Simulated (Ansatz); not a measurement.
# CoSi2: the cost of one run

Program: Ansatz 0.2.0. Level of theory: DFT PBEsol, scalar-relativistic, plane waves, PAW. These are calculated values, not measurements.

27 further runs of the same task are left out: 27 set aside as unsound or not needed.

## 1. The system as given

It takes space group Fm-3m (No. 225, cubic). The conventional cell has a = 5.091 Å, b = 5.091 Å, c = 5.091 Å, α = 90.00°, β = 90.00°, γ = 90.00°. Around Co (site symmetry m-3m) lie 8 Si at 2.20 Å. Si (site symmetry -43m) is surrounded by 4 Co at 2.20 Å.

As a file:

```
Co Si
1.0
     0.00000    2.54551    2.54551
     2.54551    0.00000    2.54551
     2.54551    2.54551    0.00000
Co Si
1 2
Direct
  0.00000 0.00000 0.00000
  0.25000 0.25000 0.25000
  0.75000 0.75000 0.75000
```

## 2. Volume 10.996 Å³ an atom, total moment held at 2.200 muB a cell

input.yaml reads:

```yaml
crystal:
  lattice:
    - [0.0, 2.545513063, 2.545513063]
    - [2.545513063, 0.0, 2.545513063]
    - [2.545513063, 2.545513063, 0.0]
  atoms:
    - { symbol: Co, position: [0.0, 0.0, 0.0], spin: 2.2 }
    - { symbol: Si, position: [0.25, 0.25, 0.25] }
    - { symbol: Si, position: [0.75, 0.75, 0.75] }
basis:
  ecutwfc: 520.0
kpoints:
  mp_grid: { grid: [14, 14, 14] }
hamiltonian:
  xc: pbesol
  pseudopotentials: { kind: paw, azcp: { folder: soft_1 } }
scf:
  occupations: { method: gaussian, width: 0.15 }
  lower_state_search: "off"
output:
  forces: true
  stress: true
  eigenvalues: true
  populations: true
magnetization:
  spin_polarized: true
  initial_magnetization: 2.2
  spin_locking: { lock_magnetization: hard }
```

The run is started by

```sh
$ ansatz run input.yaml --threads 2 --pin off --max-ram 4096MiB --backend cpu --events-out ev --progress --plain --runs-dir out
```

What time and memory should one allow on 2 threads of Arm Neoverse N1, shared host?

About 14 s, with a peak of 0.4 GiB.
